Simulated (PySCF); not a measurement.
# GeF2 (SMILES [F][Ge][F]): levels of theory compared

Wanted: a comparison of 6 runs (PBE0/def2-TZVPP, SVWN5/def2-TZVPP, TPSS/def2-TZVPP, r2SCAN/def2-TZVPP, wB97M-V/def2-TZVPP, SCS-MP2/def2-TZVPP) of GeF2. The job is set up through a Python script.

The calculation is run with PySCF 2.14.0.

3 further runs of the same task are left out: 3 set aside as unsound or not needed.

## Step 1: The structure to begin with

The species is GeF2 (3 atoms), meant as a singlet with charge 0. SMILES: `[F][Ge][F]`. The shape is that of a PBE0-D4/def2-TZVP optimisation.

Bond lengths: F1–Ge2 1.745 Å, Ge2–F3 1.745 Å. Angles: F1–Ge2–F3 97.2°.

## Step 2: The energy at PBE0/def2-TZVPP (run 1)

Contents of input.py:

```python
from pyscf import gto, dft

mol = gto.M(
    atom='F -0.675900 -1.101800 -0.497500; Ge 0.637500 -0.295200 0.320200; F 0.027600 1.332100 0.164100',
    verbose=3,
    basis='def2-tzvpp',
    spin=0,
    max_memory=1860,
)

mf = dft.RKS(mol, xc='pbe0')
mf.grids.level = 5
mf.conv_tol = 1e-10
mf.kernel()
if not mf.converged:
    mf = mf.newton().run(mf.mo_coeff, mf.mo_occ)

etot = mf.e_tot
print('Final energy', etot)
```

Launch:

```sh
$ OMP_NUM_THREADS=1 python input.py
```

Log:

```text
converged SCF energy = -2276.40756453052
Final energy -2276.407564530517
```

It took 15 s on 1 thread of Arm Neoverse V1, shared host; peak memory 0.57 GiB.

## Step 3: The energy at SVWN5/def2-TZVPP (run 2)

Contents of run.py:

```python
# [F][Ge][F]
from pyscf import gto, dft

mol = gto.M(
    atom='''
F     -1.277266    -2.082100    -0.940139
Ge     1.204700    -0.557847     0.605090
F      0.052156     2.517304     0.310104
''',
    verbose=4,
    spin=0,
    charge=0,
    unit='bohr',
    max_memory=1860,
    basis='def2-tzvpp',
)

ks = dft.RKS(mol, xc='svwn')
ks.conv_tol = 1e-10
ks.grids.level = 5
ks.kernel()
if not ks.converged:
    ks = ks.newton().run(ks.mo_coeff, ks.mo_occ)

energy = ks.e_tot
print('Final energy', energy)
```

Launch:

```sh
$ OMP_NUM_THREADS=1 python run.py
```

Log:

```text
PySCF version 2.14.0

[INPUT] num. atoms = 3
[INPUT] num. electrons = 50
[INPUT] charge = 0
[INPUT] spin (= nelec alpha-beta = 2S) = 0
[INPUT] symmetry False subgroup None
[INPUT] Mole.unit = bohr
[INPUT] Symbol           X                Y                Z      unit          X                Y                Z       unit  Magmom
[INPUT]  1 F     -0.675900059483  -1.101799870857  -0.497500133897 AA   -1.277266000000  -2.082100000000  -0.940139000000 Bohr   0.0
[INPUT]  2 Ge     0.637499785995  -0.295199919580   0.320199838556 AA    1.204700000000  -0.557847000000   0.605090000000 Bohr   0.0
[INPUT]  3 F      0.027599766613   1.332099909758   0.164099969815 AA    0.052156000000   2.517304000000   0.310104000000 Bohr   0.0

nuclear repulsion = 191.062734910281
number of shells = 38
number of NR pGTOs = 192
number of NR cGTOs = 110
basis = def2-tzvpp
ecp = {}

******** <class 'pyscf.dft.rks.RKS'> ********
method = RKS
initial guess = minao
damping factor = 0
level_shift factor = 0
DIIS = <class 'pyscf.scf.diis.CDIIS'>
diis_start_cycle = 1
diis_space = 8
diis_damp = 0
SCF conv_tol = 1e-10
SCF conv_tol_grad = None
SCF max_cycles = 50
direct_scf = True
direct_scf_tol = 1e-13
XC library pyscf.dft.libxc version 7.0.0
    S. Lehtola, C. Steigemann, M. J.T. Oliveira, and M. A.L. Marques.,  SoftwareX 7, 1–5 (2018)
XC functionals = svwn
    P. A. M. Dirac.,  Math. Proc. Cambridge Philos. Soc. 26, 376 (1930)
    F. Bloch.,  Z. Phys. 57, 545 (1929)
    S. H. Vosko, L. Wilk, and M. Nusair.,  Can. J. Phys. 58, 1200 (1980)
radial grids:
    Treutler-Ahlrichs [JCP 102, 346 (1995); DOI:10.1063/1.469408] (M4) radial grids

becke partition: Becke, JCP 88, 2547 (1988); DOI:10.1063/1.454033
pruning grids: <function nwchem_prune>
grids dens level: 5
symmetrized grids: False
atomic radii adjust function: <function treutler_atomic_radii_adjust>
small_rho_cutoff = 0
Set gradient conv threshold to 1e-05
Initial guess from minao.
tot grids = 132496
init E= -2271.87932408625
  HOMO = -0.291804645274404  LUMO = -0.110263667698611  gap/eV = 4.93998
cycle= 1 E= -2272.2788647664  delta_E= -0.4  |g|= 1.25  |ddm|= 1.59
  HOMO = -0.172228755008306  LUMO = -0.117427454125776  gap/eV = 1.49122
cycle= 2 E= -2270.61654806371  delta_E= 1.66  |g|= 3.39  |ddm|= 2.08
  HOMO = -0.292558871071293  LUMO = -0.126732229778796  gap/eV = 4.51237
cycle= 3 E= -2272.42835958653  delta_E= -1.81  |g|= 0.506  |ddm|= 1.74
  HOMO = -0.282879101904588  LUMO = -0.126277944515166  gap/eV = 4.26133
cycle= 4 E= -2272.46232115408  delta_E= -0.034  |g|= 0.12  |ddm|= 0.293
  HOMO = -0.292103663864351  LUMO = -0.13529424760457  gap/eV = 4.26700
cycle= 5 E= -2272.46350809558  delta_E= -0.00119  |g|= 0.037  |ddm|= 0.0731
  HOMO = -0.289795663858811  LUMO = -0.132769208517708  gap/eV = 4.27291
cycle= 6 E= -2272.46382529189  delta_E= -0.000317  |g|= 0.00546  |ddm|= 0.0348
  HOMO = -0.290148012965236  LUMO = -0.132832480289906  gap/eV = 4.28077
cycle= 7 E= -2272.46382999122  delta_E= -4.7e-06  |g|= 0.00126  |ddm|= 0.00283
  HOMO = -0.290173104197358  LUMO = -0.132853175343648  gap/eV = 4.28089
cycle= 8 E= -2272.46383018859  delta_E= -1.97e-07  |g|= 0.000655  |ddm|= 0.000834
  HOMO = -0.290184553177585  LUMO = -0.132865751462958  gap/eV = 4.28086
cycle= 9 E= -2272.46383025953  delta_E= -7.09e-08  |g|= 7.31e-05  |ddm|= 0.000378
  HOMO = -0.290179809658271  LUMO = -0.132859594515779  gap/eV = 4.28090
cycle= 10 E= -2272.46383026044  delta_E= -9.12e-10  |g|= 7.45e-06  |ddm|= 6.2e-05
  HOMO = -0.290178994319391  LUMO = -0.132858975971182  gap/eV = 4.28090
cycle= 11 E= -2272.46383026045  delta_E= -3.64e-12  |g|= 1.09e-06  |ddm|= 6.07e-06
  HOMO = -0.290179139138954  LUMO = -0.13285914656543  gap/eV = 4.28090
Extra cycle  E= -2272.46383026045  delta_E= 1.36e-12  |g|= 2.31e-06  |ddm|= 2.58e-06
converged SCF energy = -2272.46383026045
Final energy -2272.463830260446
```

Wall time 9.3 s (1 thread of Arm Neoverse V1, shared host); peak memory 0.38 GiB.

Run 3 isn't shown in full; the table further down has it.

## Step 4: The energy at r2SCAN/def2-TZVPP (run 4)

Contents of geometry.xyz:

```xyz
3
F2Ge
F     -0.675900    -1.101800    -0.497500
Ge     0.637500    -0.295200     0.320200
F      0.027600     1.332100     0.164100
```

Contents of job.py:

```python
from pyscf import gto, dft

mol = gto.M(
    atom='geometry.xyz',
    max_memory=1860,
    basis='def2-tzvpp',
    verbose=3,
)

calc0 = dft.RKS(mol, xc='r2scan')
calc0.conv_tol = 1e-10
calc0.grids.level = 5
calc0.kernel()
if not calc0.converged:
    calc0 = calc0.newton().run(calc0.mo_coeff, calc0.mo_occ)

energy = calc0.e_tot
print(f'total energy: {energy:.8f} hartree')
```

Launch:

```sh
$ OMP_NUM_THREADS=1 python job.py
```

Log:

```text
converged SCF energy = -2276.76997266909
total energy: -2276.76997267 hartree
```

It took 29 s on 1 thread of Arm Neoverse V1, shared host; peak memory 0.6 GiB.

Run 5 isn't shown in full; the table further down has it.

## Step 5: The energy at SCS-MP2/def2-TZVPP (run 6)

Contents of input.py:

```python
from pyscf import gto, mp

molecule = gto.Mole()
molecule.atom = '''
F   -0.675900  -1.101800  -0.497500
Ge   0.637500  -0.295200   0.320200
F    0.027600   1.332100   0.164100
'''
molecule.verbose = 3
molecule.basis = 'def2-tzvpp'
molecule.max_memory = 1860
molecule.build()

calc0 = molecule.RHF()
calc0.conv_tol = 1e-10
calc0.kernel()
if not calc0.converged:
    calc0 = calc0.newton().run(calc0.mo_coeff, calc0.mo_occ)

pt = mp.MP2(calc0, frozen=11).run()
energy = calc0.e_tot + 1.2 * pt.e_corr_os + pt.e_corr_ss / 3
print('E(%s) = %.9f' % ('SCS-MP2', energy))
```

Launch:

```sh
$ OMP_NUM_THREADS=1 python input.py
```

Log:

```text
converged SCF energy = -2274.41538073617
E(RMP2) = -2275.14366629294  E_corr = -0.728285556770244
E(SCS-RMP2) = -2275.11346588495  E_corr = -0.698085148777618
E(SCS-MP2) = -2275.113465885
```

It took 3.9 s on 1 thread of Arm Neoverse V1, shared host; peak memory 0.32 GiB.

## Step 6: All runs side by side

```
run               level  nlc grid  integration grid   energy (Eh)  dipole moment (D) of the reference  HOMO energy (eV)  LUMO energy (eV)  wall time
  1     PBE0/def2-TZVPP         –                 5  -2276.407565                                2.47             -8.94             -2.58       15 s
  2    SVWN5/def2-TZVPP         –                 5  -2272.463830                                2.37             -7.90             -3.62      9.3 s
  3     TPSS/def2-TZVPP         –                 5  -2276.844661                                2.27             -7.72             -3.28       29 s
  4   r2SCAN/def2-TZVPP         –                 5  -2276.769973                                2.31             -7.98             -3.31       29 s
  5  wB97M-V/def2-TZVPP         1                 5  -2276.706904                                2.54            -11.19             -0.54       58 s
  6  SCS-MP2/def2-TZVPP         –                 –  -2275.113466                                2.70            -11.75              0.44      3.9 s
```

## Step 7: What came out

```
                                           quantity           value
                                run 6: total energy  -2275.11347 Eh
        run 6: dipole moment (Hartree–Fock density)          2.70 D
         run 6: HOMO energy (Hartree–Fock orbitals)       -11.75 eV
         run 6: LUMO energy (Hartree–Fock orbitals)         0.44 eV
       run 6: HOMO–LUMO gap (Hartree–Fock orbitals)        12.20 eV
run 6: correlation energy (11 core orbitals frozen)      -698.1 mEh
```

Over runs 1, 2, 3, 4, 5 the dipole moment (its size) runs from 2.27 D (TPSS/def2-TZVPP) to 2.54 D (wB97M-V/def2-TZVPP). Over runs 1, 2, 3, 4, 5 the HOMO–LUMO gap runs from 4.28 eV (SVWN5/def2-TZVPP) to 10.64 eV (wB97M-V/def2-TZVPP). Totals of different functionals can't be ranked against each other. All runs together took 2.4 min, the longest 58 s.
